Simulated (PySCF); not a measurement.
# ZrS₂: one geometry, several methods

Aim: at the PBE0 minimum of singlet ZrS₂, found before, compare methods on energies and levels.

Method: several methods, basis Zr def2-TZVP with ECP28, S def2-TZVP, scalar-relativistic core potentials, no spin–orbit coupling, density fitting; program: PySCF 2.14.0.

## Step 1: Starting geometry

3 atoms, charge 0, spin multiplicity 1.

Bond lengths: Zr1–S2 2.207 Å, Zr1–S3 2.207 Å. Angles: S2–Zr1–S3 110.0°.

```xyz
3
charge 0 multiplicity 1
Zr    0.0947    0.5175    0.0000
S    -0.1331   -0.7273    1.8078
S    -0.1331   -0.7273   -1.8078
```

## Step 2: PBE0

The steps are one call of a driver around PySCF; scf.py gives each level's set-up. Each SCF starts from the density of the minimum. The driver also runs the species with one electron less or more at the same geometry (cation multiplicity 2); their logs are not shown.

Input file scf.py:

```python
from pyscf import gto, scf, dft
mol = gto.M(atom='''
Zr     0.094716     0.517550    -0.000000
S     -0.133110    -0.727342     1.807837
S     -0.133110    -0.727342    -1.807837''',
    basis={'Zr': 'def2-TZVP', 'S': 'def2-TZVP'},
    ecp={'Zr': 'def2-TZVP'},
    charge=0, spin=0)
mf = dft.RKS(mol, xc='PBE0')
mf.grids.atom_grid = (75, 302)
aux = {'Zr': 'def2-universal-JKFIT', 'S': 'def2-universal-JKFIT'}
mf = mf.density_fit(auxbasis=aux)
mf.kernel()
```

## Step 3: HF

scf.py: that of step 2 with these lines changed.

```diff
@@ -9,2 +9 @@
-mf = dft.RKS(mol, xc='PBE0')
-mf.grids.atom_grid = (75, 302)
+mf = scf.RHF(mol)
```

## Step 4: MP2

scf.py: that of step 3 with these lines changed.

```diff
@@ -12,0 +13,2 @@
+from pyscf.mp import dfmp2
+dfmp2.DFMP2(mf, frozen=10).kernel()  # the driver gives MP2 a fitting basis of its own (RI)
```

## Step 5: PBE

scf.py: that of step 4 with these lines changed.

```diff
@@ -9 +9,2 @@
-mf = scf.RHF(mol)
+mf = dft.RKS(mol, xc='PBE')
+mf.grids.atom_grid = (75, 302)
@@ -13,2 +13,0 @@
-from pyscf.mp import dfmp2
-dfmp2.DFMP2(mf, frozen=10).kernel()  # the driver gives MP2 a fitting basis of its own (RI)
```

## Step 6: r2SCAN

scf.py: that of step 5 with these lines changed.

```diff
@@ -9,2 +9,2 @@
-mf = dft.RKS(mol, xc='PBE')
-mf.grids.atom_grid = (75, 302)
+mf = dft.RKS(mol, xc='R2SCAN')
+mf.grids.atom_grid = (90, 434)
```

## Step 7: B3LYP

scf.py: that of step 6 with these lines changed.

```diff
@@ -9,2 +9,2 @@
-mf = dft.RKS(mol, xc='R2SCAN')
-mf.grids.atom_grid = (90, 434)
+mf = dft.RKS(mol, xc='B3LYP')
+mf.grids.atom_grid = (75, 302)
```

## Step 8: TPSSh

scf.py: that of step 7 with these lines changed.

```diff
@@ -9,2 +9,2 @@
-mf = dft.RKS(mol, xc='B3LYP')
-mf.grids.atom_grid = (75, 302)
+mf = dft.RKS(mol, xc='TPSSH')
+mf.grids.atom_grid = (90, 434)
```

(Steps that only read results are left out.)

Q: Predict the outcome of this session. Wanted: atomisation energy, range; vertical ionisation energy, range; gap, range.

The runs gave:

| quantity | value |
| --- | --- |
| atomisation energy, range | 558 (HF) to 1125 (PBE) kJ/mol |
| vertical ionisation energy, range | 7.20 (HF) to 9.05 (MP2) eV |
| gap, range | 1.28 (PBE) to 7.36 (HF) eV |

**Reading.** The atomisation energy spreads over 568 kJ/mol, from HF to PBE; without a CCSD(T) value for it there is no yardstick here. Spin contamination is strong in at least one of the open-shell species at HF, MP2.
